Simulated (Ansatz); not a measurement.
# EuGaP2: the cost of one run

Method: DFT PBE, scalar-relativistic, plane waves, PAW, in Ansatz 0.2.0.

## (1) The starting structure

Symmetry: P4/mmm, No. 123, tetragonal system. Conventional cell: a = 3.322 Å, b = 3.322 Å, c = 7.734 Å, α = 90.00°, β = 90.00°, γ = 90.00°. Eu (site symmetry 4/mmm) has 4 Ga at 2.35 Å as nearest neighbours. Ga (site symmetry 4/mmm) is surrounded by 2 P at 1.98 Å. P (site symmetry 4mm) has 1 Ga at 1.98 Å as nearest neighbours.

As a file:

```
Eu Ga P
1.0
     3.32186    0.00000    0.00000
     0.00000    3.32186    0.00000
     0.00000    0.00000    7.73418
Eu Ga P
1 1 2
Direct
  0.50000 0.50000 0.50000
  0.00000 0.00000 0.50000
  0.00000 0.00000 0.24428
  0.00000 0.00000 0.75572
```

The cell is invented: random cell by space group and Wyckoff sites (P4/mmm, No. 123). The dimensions are guesses.

## (2) A first look at the guess

input.yaml

```yaml
crystal:
  lattice:
    - [3.32186184, 0.0, 0.0]
    - [0.0, 3.32186184, 0.0]
    - [0.0, 0.0, 7.73418225]
  atoms:
    - { symbol: Eu, position: [0.5, 0.5, 0.5], spin: 7.0 }
    - { symbol: Ga, position: [0.0, 0.0, 0.5] }
    - { symbol: P, position: [0.0, 0.0, 0.24427833] }
    - { symbol: P, position: [0.0, 0.0, 0.75572167] }
basis:
  ecutwfc: 420
kpoints:
  mp_grid: { grid: [6, 6, 2] }
hamiltonian:
  xc: pbe
scf:
  occupations: { method: gaussian, width: 0.1 }
  lower_state_search: "off"
output:
  forces: true
  stress: true
  eigenvalues: true
  populations: true
magnetization:
  spin_polarized: true
```

On the command line:

```console
ansatz run input.yaml --threads 1 --pin off --max-ram 2048MiB --backend cpu --events-out ev --progress --plain --runs-dir out
```

What time and memory should one allow on 1 thread of Arm Neoverse V1, shared host?

About 14 s, with a peak of 0.4 GiB.
